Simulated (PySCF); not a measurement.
# KH+: from the state search to spectroscopic constants

What are the lowest state that PBE0 finds, the bond length, vibrational wavenumber and bond energy of KH+, and how much do these hang on the method?

Method: K aug-pcseg-1, H aug-pcseg-1, no relativity; program: PySCF 2.14.0.

## 1. Input

Settings of the job:

| Quantity | Value |
| --- | --- |
| atoms | K, H |
| charge | 1 |
| basis | K aug-pcseg-1, H aug-pcseg-1 |
| Hamiltonian | no relativity |
| basis functions | 42 |
| electrons treated | 19 |
| masses in u | 38.9637, 1.0078 |
| levels | PBE0, PBE, r²SCAN, BLYP, LDA, TPSSh, HF, MP2, SCS-MP2, CCSD, CCSD(T) |
| grid | 80 radial by 434 angular points |
| occupations | held fixed by the projection of orbital angular momentum |
| dissociation limit | K+ + H, each in its ground configuration |
| starting distance in angstrom | 2.365 |
| values of 2S to try | 1, 3 |

On the command line:

```sh
$ OMP_NUM_THREADS=1 python dia.py task.json out
```

After this run come: First curve: PBE0; PBE; r²SCAN; BLYP (GGA); LDA (local density); TPSSh; UHF (mean field); Adding correlation.

**Question.** What will these runs give? Wanted: for each run, Re; ωe; De; μ.

As calculated:

Lowest PBE0 solution found, without spin–orbit coupling: ²Σ⁺ (doublet), unpaired electrons σ ↑.

```
      level  Re (Å)  ωe (cm⁻¹)  De (eV)  μ (D)
        UHF   3.367      150.9    0.026  -0.15
    UHF-MP2   3.281      182.3    0.043    n/a
UHF-SCS-MP2   3.292      180.5    0.042    n/a
   UHF-CCSD   3.279      182.8    0.043    n/a
UHF-CCSD(T)   3.277      183.5    0.044    n/a
        LDA   2.931      267.7    0.078   0.11
        PBE   3.208      189.4    0.044  -0.01
       BLYP   3.194      184.0    0.038   0.00
     r²SCAN   3.129      195.1    0.039  -0.03
      TPSSh   3.251      166.0    0.036  -0.06
       PBE0   3.219      180.9    0.039  -0.05
```

De is counted to K+ + H in their ground configurations. A positive dipole points from K to H; in an ion it is taken about the centre of mass and does not tell which atom is negative.

**Reading.** Bond lengths run from 2.931 Å (LDA) to 3.367 Å (UHF). CCSD(T) can't serve as the judge here: for a weak bond in this basis it is far from its limit. Of the levels with a De here, UHF gives the least (0.026 eV) and LDA the most (0.078 eV).

Correlated steps freeze 5 core orbitals. The bond is weak, and basis-set superposition, which was not computed, may be a sizeable part of it.
